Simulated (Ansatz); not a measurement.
# C2H8MoN2O: shape, modes and thermochemistry

What shape does C2H8MoN2O take? The plan is to relax it, then compute its harmonic vibrations to see whether it is a minimum and to get the zero-point energy and entropy, and look at its orbitals and charge.

Program: Ansatz 0.2.0, Gaussian basis. Level of theory: RKS PBE0-D4/def2-TZVP. These are calculated values, not measurements.

The runs, in order: relaxation at PBE0-D4/def2-TZVP; harmonic vibrations at the same level; a single point in def2-TZVPP for the fields.

### 1 The starting structure

SMILES `C[O][Mo]([CH3])(=[NH])=[NH]`, 14 atoms, charge 0, spin multiplicity 1.

Atoms are counted from 1 here; the program's logs count them from 0.

Bond lengths: C1–O2 1.382 Å, C1–H7 1.100 Å, C1–H8 1.103 Å, C1–H9 1.102 Å, O2–Mo3 1.763 Å, Mo3–C4 2.173 Å, Mo3–N5 1.738 Å, Mo3–N6 1.738 Å, C4–H10 1.101 Å, C4–H11 1.095 Å, C4–H12 1.100 Å, N5–H13 1.015 Å, N6–H14 1.016 Å. Angles: O2–C1–H7 110.0°, O2–C1–H8 110.5°, O2–C1–H9 110.1°, H7–C1–H8 108.7°, H7–C1–H9 108.5°, H8–C1–H9 108.9°, C1–O2–Mo3 172.6°, O2–Mo3–C4 101.4°, O2–Mo3–N5 118.5°, O2–Mo3–N6 118.3°, C4–Mo3–N5 100.1°, C4–Mo3–N6 100.2°, N5–Mo3–N6 113.3°, Mo3–C4–H10 109.9°, Mo3–C4–H11 114.8°, Mo3–C4–H12 110.4°, H10–C4–H11 106.9°, H10–C4–H12 107.5° and more.

The start is a GFN2-xTB geometry. Mo takes the def2 core potential; no spin-orbit term is included.

### 2 Geometry optimisation, PBE0-D4/def2-TZVP

The input, in.yaml:

```yaml
crystal:
  periodic: [false, false, false]
  atoms:
    - {symbol: C, position_ang: [-2.195200, 1.197990, -0.520640]}
    - {symbol: O, position_ang: [-0.964910, 0.684580, -0.157190]}
    - {symbol: Mo, position_ang: [0.668540, 0.245140, 0.340930]}
    - {symbol: C, position_ang: [0.746130, -1.846960, -0.240020]}
    - {symbol: N, position_ang: [2.009310, 0.865620, -0.574270]}
    - {symbol: N, position_ang: [1.001660, 0.105550, 2.040550]}
    - {symbol: H, position_ang: [-2.941540, 0.391150, -0.566710]}
    - {symbol: H, position_ang: [-2.135410, 1.681810, -1.509590]}
    - {symbol: H, position_ang: [-2.529640, 1.941460, 0.221310]}
    - {symbol: H, position_ang: [0.542240, -1.945230, -1.317070]}
    - {symbol: H, position_ang: [1.704900, -2.341390, -0.050320]}
    - {symbol: H, position_ang: [-0.023080, -2.422720, 0.296170]}
    - {symbol: H, position_ang: [2.829950, 1.307060, -0.977790]}
    - {symbol: H, position_ang: [1.287070, 0.135930, 3.014650]}
basis:
  gaussian: {orbitals: def2-TZVP}
hamiltonian: {xc: pbe0, dispersion: d4}
relax: {f_tol: 0.005, max_steps: 150}
```

Run with:

```sh
> ansatz run in.yaml --threads 4 --pin off --events-out ev --progress --plain --max-ram 11315MiB
```

The runs that follow: Force constants and modes; Fields at the relaxed geometry.

Before running them: what should the planned runs give, taken together? Wanted: point group; shift from the start; total energy; dispersion term; dipole moment; lowest, highest wavenumber; zero-point energy; HOMO, LUMO.

**Answer**, as computed:

| quantity | value |
| --- | --- |
| point group | C1 |
| steps | 32 |
| shift from the start (rms) | 0.538 Å |
| total energy | -9083.5490 eV |
| dispersion term | -296 meV |
| dipole moment | 1.38 D |
| lowest, highest wavenumber | 58, 3634 cm⁻¹ |
| zero-point energy | 66.1 kcal/mol |
| entropy at 298.15 K | 404.7 J/(mol K) |
| HOMO, LUMO | -7.39, -1.35 eV |

What this shows: The relaxed geometry lies 0.54 Å (rms) from the start; the bond that changed most is O2–Mo3, from 1.763 to 1.870 Å. All wavenumbers are real, so the end point is a minimum. The stiffest mode, 3634 cm⁻¹, is an N–H stretch, and 5 modes under 200 cm⁻¹ make the vibrational entropy uncertain. Harmonic hybrid wavenumbers usually lie a few per cent above measured fundamentals. The largest Mulliken charge, +1.55 e, sits on Mo3. The HOMO lies mostly on N5 47 %; O2 17 % and the LUMO on Mo3 54 %; O2 11 %.
